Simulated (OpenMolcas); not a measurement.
**Cr³⁺ with 6 ligands (chloride): CASSCF and CASPT2 levels and susceptibility**

Aim: the ligand-field states of Cr³⁺ in this surrounding, its lowest levels with spin-orbit coupling and its magnetic susceptibility.

Program: OpenMolcas 26.06. Level of theory: state-averaged CASSCF and CASPT2, spin-orbit coupling by RASSI with atomic mean-field integrals. These are calculated values, not measurements, unless marked.

## (1) What is computed

* Species: Cr³⁺ (chromium, Z = 24, 21 electrons)
* Basis: ANO-RCC-VDZP [5s4p2d1f], 142 functions with the ligands
* Scalar Hamiltonian: DKH2, point nucleus
* Inactive shells: 1s 2s 2p 3s 3p of the metal, and all ligand shells
* Active space: 3 electrons in 5 orbitals (3d)
* Some configurations of this space: 3d3
* Orbitals: optimised for each spin and parity, averaged over all roots

The outer shells:

3d3
```
3d [↑ ][↑ ][↑ ][  ][  ]
```

Cr³⁺ is taken with 6 ligands (chloride) in tetragonal octahedron coordination (D4h) at 2.38 Å, the axial distance 2.625 Å. A charge of +0.5 e stands 3.2 Å behind each ligand. Ligand basis ANO-RCC-VDZP. The distances are assumed, not relaxed.

```xyz
7

Cr    0.0000    0.0000    0.0000
Cl    2.3800    0.0000    0.0000
Cl    0.0000    2.3800    0.0000
Cl   -2.3800    0.0000    0.0000
Cl    0.0000   -2.3800    0.0000
Cl    0.0000    0.0000    2.6251
Cl    0.0000    0.0000   -2.6251
```

The work runs as a chain of OpenMolcas steps in one folder; each step below is one input file. Labels, J, g values, rates, χT and fits are worked out afterwards by a script from the matrices that RASSI stores. The input lists half of the charges; inversion (Group=XYZ) makes the rest.

## (2) GATEWAY and SEWARD: basis and integrals

File a.inp:

```
&GATEWAY
Coord
7

Cr 0.0 0.0 0.0
Cl 2.380000 0.000000 0.000000
Cl 0.000000 2.380000 0.000000
Cl -2.380000 0.000000 0.000000
Cl 0.000000 -2.380000 0.000000
Cl 0.000000 0.000000 2.625140
Cl 0.000000 0.000000 -2.625140
Basis=Cr.ANO-RCC-VDZP,Cl.ANO-RCC-VDZP
Group=XYZ
NoMove
AngMom=0.0 0.0 0.0
AMFI
RICD
XField
3 Angstrom 0
5.580000 0.000000 0.000000 0.500000
0.000000 5.580000 0.000000 0.500000
0.000000 0.000000 5.825140 0.500000
&SEWARD
```

Started as:

```console
$ OMP_NUM_THREADS=1 MOLCAS_MEM=2457 MOLCAS_PROJECT=a pymolcas a.inp > a.log
```

## (3) Reference wave functions, quartets of even parity, 10 roots

File a.inp:

```
&RASSCF
FileOrb=start.orb
Symmetry=1
Spin=4
nActEl=3 0 0
Inactive=30 33
Ras2=5 0
CIRoot=10 10 1
SDav=10
CIMx=300
Iter=150 100
PrWF=0.3
OrbListing=Nothing
MaxOrb=0
LevShft=1.0
>>> COPY $Project.JobIph JOB001
```

start.orb holds start orbitals that the driver prepared beforehand, or those of the step before.

## (4) Reference wave functions, doublets of even parity, 40 roots

File a.inp:

```
&RASSCF
FileOrb=start.orb
Symmetry=1
Spin=2
nActEl=3 0 0
Inactive=30 33
Ras2=5 0
CIRoot=40 40 1
SDav=40
CIMx=300
Iter=150 100
PrWF=0.3
OrbListing=Nothing
MaxOrb=0
LevShft=1.0
>>> COPY $Project.JobIph JOB002
```

## (5) State interaction with spin-orbit coupling

File a.inp:

```
&RASSI
NrOfJobIphs=2 10 40
1 2 3 4 5 6 7 8 9 10
1 2 3 4 5 6 7 8 9 10 11 12 13 14 15 16 17 18 19 20 21 22 23 24 25 26 27
28 29 30 31 32 33 34 35 36 37 38 39 40
IphNames
JOB001
JOB002
EJob
SpinOrbit
DIPRint=1.0
SOCoupling=1000.0
Subsets=2
Property=9
'ANGMOM' 1 'ANGMOM' 2 'ANGMOM' 3 'MLTPL  1' 1 'MLTPL  1' 2 'MLTPL  1' 3
'AMFI' 1 'AMFI' 2 'AMFI' 3
SOProperty=3
'ANGMOM' 1 'ANGMOM' 2 'ANGMOM' 3
```

## (6) CASPT2: IPEA 0.25, imaginary shift 0.1 (closed shells correlated: 3s 3p of the metal, with ligand shells; the Frozen line counts the rest)

File a.inp:

```
>>> COPY JOB001 $Project.JobIph
&CASPT2
Multistate=10 1 2 3 4 5 6 7 8 9 10
NoMult
Frozen=17 18
IPEA=0.25
Imaginary=0.1
MaxIter=60
WThr=0.0 0.3 0.05
PrWF=0.5
NoMix
>>> COPY JOB002 $Project.JobIph
&CASPT2
Multistate=40 1 2 3 4 5 6 7 8 9 10 11 12 13 14 15 16 17 18 19 20 21 22
23 24 25 26 27 28 29 30 31 32 33 34 35 36 37 38 39 40
NoMult
Frozen=17 18
IPEA=0.25
Imaginary=0.1
MaxIter=60
WThr=0.0 0.3 0.05
PrWF=0.5
NoMix
```

(Steps that only read results are left out.)

Q: Predict the outcome of this session. Wanted: spin-free ground state; first state of the same spin within the active space; lowest level; next level.

As calculated:

| quantity | value |
| --- | --- |
| method | SS-CASPT2, IPEA 0.25, imaginary shift 0.1 (closed shells correlated: 3s 3p of the metal, with ligand shells; the Frozen line counts the rest) |
| spin-free ground state | 4B1, 1-fold in its orbital part |
| first state of the same spin within the active space | 4E at 9420 cm⁻¹ |
| lowest level | 2-fold E3/2, g = 1.96, 3.88, 3.88 |
| next level | 1.7 cm⁻¹ |
| χT at 300 K | 1.82 cm³ K/mol |
| effective moment at 300 K | 3.81 μB |

Cost by method:

```tsv
method	time of its own steps	time with the reference
A. CASSCF	23 s	23 s
B. SS-CASPT2, IPEA 0.25, imaginary shift 0.1, +3s 3p	1.8 min	2.1 min
```

Times are of one thread on a shared host.

The spin-free ground state (4B1) is 1-fold and keeps the highest spin of the shell. χT at 300 K is 1.82, against 1.88 cm³ K/mol for the spin alone; near agreement at one temperature doesn't show that the orbital moment is quenched.
